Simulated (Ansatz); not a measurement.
# Ge2H4 (triplet): from Hartree-Fock to the top rungs, cc-pVTZ

The task here is to estimate one member of a computed series from the others.

The runs use Ansatz 0.2.0, Gaussian basis; cc-pVTZ, core rule «outside noble gas», up to 28 orbitals frozen.

Plan: UHF; CCSD(T) on ROHF; CCSD(T) on UHF; BCCD(T) on ROHF; CCSDT(Q) on ROHF; CCSDT(Q) on UHF.

6 further runs of the same task are left out: 6 set aside as unsound or not needed.

## The system

The geometry is a PBE0/def2-TZVP stationary point (not a proven minimum). No spin-orbit coupling is included. The filled d shell of Ge may be among the frozen orbitals whatever the setting's name suggests; the logs give the count.

6 atoms, charge 0, spin multiplicity 3.

Atoms are counted from 1 here; the program's logs count them from 0.

Bond lengths: Ge1–Ge2 2.423 Å, Ge1–H3 1.540 Å, Ge1–H4 1.535 Å, Ge1–H5 1.540 Å, Ge2–H6 1.550 Å. Angles: Ge2–Ge1–H3 110.7°, Ge2–Ge1–H4 107.0°, Ge2–Ge1–H5 110.7°, H3–Ge1–H4 109.6°, H3–Ge1–H5 109.3°, H4–Ge1–H5 109.6°, Ge1–Ge2–H6 122.2°.

As a file:

```xyz
6

Ge    0.0000   -0.0229    1.1903
Ge    0.0000    0.0409   -1.2321
H     1.2555   -0.7421    1.7164
H     0.0000    1.4326    1.6767
H    -1.2555   -0.7421    1.7164
H     0.0000   -1.2486   -2.0914
```

The first run:

Input file in.yaml:

```yaml
crystal:
  periodic: [false, false, false]
  atoms:
    - {symbol: Ge, position_ang: [0.000000, -0.022865, 1.190258]}
    - {symbol: Ge, position_ang: [0.000000, 0.040906, -1.232137]}
    - {symbol: H, position_ang: [1.255509, -0.742092, 1.716378]}
    - {symbol: H, position_ang: [0.000000, 1.432623, 1.676692]}
    - {symbol: H, position_ang: [-1.255509, -0.742092, 1.716378]}
    - {symbol: H, position_ang: [0.000000, -1.248594, -2.091358]}
basis:
  gaussian: {orbitals: cc-pVTZ}
magnetization: {spin_polarized: true, initial_magnetization: 2}
hamiltonian: {xc: hf}
output: {orbitals: {seedname: orbitals}}
```

Launch:

```sh
> ansatz run in.yaml --threads 1 --pin off --events-out ev --progress --plain --max-ram 4096MiB --backend cpu
```

Steps of the session up to this table: UHF; CCSD(T) on ROHF; CCSD(T) on UHF; BCCD(T) on ROHF; CCSDT(Q) on ROHF; CCSDT(Q) on UHF.

One table of the session follows, with a row left open; its other results are not shown here.

```
   method  from UCCSDT(Q) (meV)
     ROHF               +6926.1
      UHF               +6834.8
     RMP2               +1349.6
     UMP2                     ?
    RCCSD                +271.2
    UCCSD                +257.3
 RCCSD(T)                 +56.3
 UCCSD(T)                 +44.7
  BCCD(T)                 +55.0
   RCCSDT                 +20.1
   UCCSDT                  +8.2
RCCSDT(Q)                 +12.1
UCCSDT(Q)                     0
```

Q: Estimate the row for UMP2 from the others.

As computed: from UCCSDT(Q) (meV): +1340.6. In the column «from UCCSDT(Q) (meV)» it lies between RCCSD (+271.2) and RMP2 (+1349.6).

With the free atoms at the same levels and basis (separate runs), the atomisation energy is 13.244 eV at UCCSDT(Q), 13.239 eV at RCCSD(T), 13.229 eV at UCCSD(T), 10.196 eV at ROHF.

Caveats from the session: Restricted and unrestricted rows rest on different reference determinants; where their highest levels disagree by more than a few hundredths of an eV, they describe different states and don't form one ladder.
